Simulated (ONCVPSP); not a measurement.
# An ONCV potential for B, from input to tests

Task: generate the file, and judge it by its errors in other configurations, its logarithmic derivatives, its ghosts and its cutoff.

The numbers are computed with ONCVPSP 4.0.1 (PBE, scalar-relativistic, spin-unpolarised reference atom).

2 further runs of the same task are left out: 1 that didn't finish, 1 set aside as unsound or not needed.

### Step 1. The design

The settings as typed:

* element: boron (B, Z = 5)
* type: optimised norm-conserving Vanderbilt (ONCV)
* frozen core: [He]
* valence charge: 3
* reference configuration: 2s2 (charge +1)
* partial waves: 2s: rc 1.60 bohr, ncon 3, nbas 6, qcut 4.2 1/bohr, 1 projector; p scattering state at 0.39 Ha: rc 1.20 bohr, ncon 4, nbas 8, qcut 7.7 1/bohr, 3 projectors, debl 2.9 Ha; d scattering state at 0.18 Ha: rc 1.75 bohr, ncon 3, nbas 6, qcut 6 1/bohr, 2 projectors, debl 1.8 Ha
* local potential: polynomial inside 1.10 bohr (lpopt 5, dvloc0 1 Ha)
* core correction: Teter function, fcfact 2.25, rcfact 1.75

The outer shells as boxes (Hund's rule for the drawing; the calculation is spin-unpolarised):

```
[He] core
2s [↑↓]
```

The nodes and maxima of the atom's own shells, from an earlier all-electron run, set the scale for the radii.

All-electron outer shells of the reference configuration (PBE, scalar-relativistic, ld1.x):

```tsv
shell	level (eV)	outermost node (bohr)	outermost maximum (bohr)
1s	-193.63	–	0.21
2s	-19.51	0.46	1.44
2p	-13.36	–	1.41
```

### Step 2. Generation

B.dat

```
# ATOM AND REFERENCE CONFIGURATION
# atsym  z   nc   nv     iexc    psfile
  B 5.00    1    1        4      upf
#
#   n    l    f
    1    0    2.00
    2    0    2.00
#
# PSEUDOPOTENTIAL AND OPTIMIZATION
# lmax
    2
#
#   l,   rc,      ep,       ncon, nbas, qcut
    0    1.60    0.00    3    6    4.20
    1    1.20    0.39    4    8    7.70
    2    1.75    0.18    3    6    6.00
#
# LOCAL POTENTIAL
# lloc, lpopt,  rc(5),   dvloc0
    4    5    1.10    1.00
#
# VANDERBILT-KLEINMAN-BYLANDER PROJECTORs
# l, nproj, debl
    0    1    1.90
    1    3    2.90
    2    2    1.80
#
# MODEL CORE CHARGE
# icmod, fcfact, rcfact
    3    2.25    1.75
#
# LOG DERIVATIVE ANALYSIS
# epsh1, epsh2, depsh
   -2.00    5.00    0.02
#
# OUTPUT GRID
# rlmax, drl
    6.00    0.01
#
# TEST CONFIGURATIONS
# ncnf
    4
# nvcnf
#   n    l    f
    2
    2    0    2.00
    2    1    1.00
#
    1
    2    0    1.00
#
    2
    2    0    2.00
    2    1    0.50
#
    2
    2    0    0.00
    2    1    3.00
#
```

Run with:

```sh
$ oncvpsp.x < B.dat > B.out
```

What does the calculation give? Wanted: cutoffs for 1 and 0.1 mHa per electron, occupied waves; bound ghosts; GHOST(+) flags; largest test error; largest phase difference near zero energy, channels read; rms error of d²Exc/dn², without and with the model core; projector energies reset by the program.

The runs gave:

```
                                                quantity                      value
  cutoffs for 1 and 0.1 mHa per electron, occupied waves           8.6 Ha and 32 Ha
                                            bound ghosts                 none found
                                          GHOST(+) flags         none at low energy
                            largest test error (AE − PS)       +64 meV, for 2s0 2p3
largest phase difference near zero energy, channels read                  0.012 rad
 rms error of d²Exc/dn², without and with the model core          2.20 and 1.64 mHa
                 projector energies reset by the program  p: 0.050, 2.950, 5.850 Ha
```

By total energies transferability is fair: the largest error is 64 meV on 3.5 eV, for 2s0 2p3. By its cutoff, 8.6 Ha for the looser tolerance, it is soft on the atom at that tolerance. The tighter tolerance needs 32 Ha, and converged work needs a cutoff nearer that. That counts occupied waves only; other projectors can need more. It is free of bound ghosts as far as tested. Near zero energy the phases of the channels with partial waves agree within 0.012 rad. These are tests on the free atom; a crystal test is still owed.
